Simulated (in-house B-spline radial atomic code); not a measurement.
**Rh²⁺: Hartree-Fock with and without relativity**

Aim: what relativity does to the energy, levels and radii of Rh²⁺.

Method: Hartree-Fock averaged over the configuration, non-relativistic (point nucleus) and Dirac-Coulomb (finite nucleus); spherical all-electron atom at the radial basis limit. Code: in-house B-spline radial atomic code version 1.

## Step 1: Starting point

| Item | Value |
| --- | --- |
| element | rhodium (Z = 45) |
| charge | +2 |
| electrons | 43 |
| configuration | [Kr] 4d7 |
| nucleus | point (non-relativistic run); Fermi, rms radius 4.495 fm (Dirac runs) |

Outer shells as boxes (Hund's rule):

[Kr] 4d7
```
[Kr] core
4d [↑↓][↑↓][↑ ][↑ ][↑ ]
```

The boxes draw the filling by Hund's rule, which heavy ions in jj coupling don't follow; these runs average over all states of the configuration.

## Step 2: Non-relativistic run

Input settings:

```ini
Z = 45
electrons = 43.0
configuration = [Kr] 4d7
hamiltonian = nr
method = hf
spin_polarised = False
```

## Step 3: Dirac-Coulomb run

Input settings:

```ini
Z = 45
electrons = 43.0
configuration = [Kr] 4d7
hamiltonian = dirac
method = hf
spin_polarised = False
nucleus = fermi
rms_radius = 4.4945
mass_number = 103
atomic_mass = 102.905494081
speed_of_light = 137.035999084
```

## Step 4: Dirac-Coulomb run in the lowest jj configuration, 1s2 2s2 2p6 3s2 3p6 3d10 4s2 4p6 4d-4 4d+3

In configurations, a minus sign after the shell means j = l − 1/2 and a plus sign j = l + 1/2; the count of electrons follows.

Changes to the settings of step 3:

```diff
@@ -2,3 +2,3 @@
 electrons = 43.0
-configuration = [Kr] 4d7
+configuration = 1s2 2s2 2p6 3s2 3p6 3d10 4s2 4p6 4d-4 4d+3
 hamiltonian = dirac
```

How much does each shell's level and mean radius change with the Dirac Hamiltonian, and the total energy?

The runs gave:

Levels and radii; the Dirac values are averaged over j with the occupations as weights.

| shell | ε non-rel. (eV) | ε Dirac (eV) | <r> non-rel. (bohr) | <r> Dirac (bohr) | change of <r> (%) |
| --- | --- | --- | --- | --- | --- |
| 1s | -22716.9 | -23380.6 | 0.03384 | 0.03262 | -3.62 |
| 2s | -3329.55 | -3489.13 | 0.1470 | 0.1413 | -3.87 |
| 2p | -3079.83 | -3124.48 | 0.1260 | 0.1236 | -1.91 |
| 3s | -644.18 | -676.32 | 0.4003 | 0.3881 | -3.05 |
| 3p | -543.52 | -552.95 | 0.3938 | 0.3883 | -1.42 |
| 3d | -359.60 | -354.94 | 0.3690 | 0.3694 | +0.11 |
| 4s | -116.46 | -122.31 | 1.013 | 0.9853 | -2.70 |
| 4p | -83.236 | -84.731 | 1.093 | 1.081 | -1.13 |
| 4d | -32.686 | -32.188 | 1.420 | 1.432 | +0.88 |

The Dirac run lies -96.81 hartree (-2.1 %) from the non-relativistic one; the finite nucleus has a part in that. First-order perturbation theory (mass-velocity plus Darwin) gives -89.94 hartree, which is 93 % of the full shift. The strongest contraction, averaged over j, is that of 2s (-3.87 %), while 4d expands by 0.88 %, being screened better by the contracted inner s and p shells. Spin-orbit coupling splits the 4d level by 0.463 eV and the 2p level by 145.41 eV. The lowest jj configuration lies 0.632 eV below the average over the whole configuration. Breit terms add 3.05 hartree and QED terms 2.03 hartree.
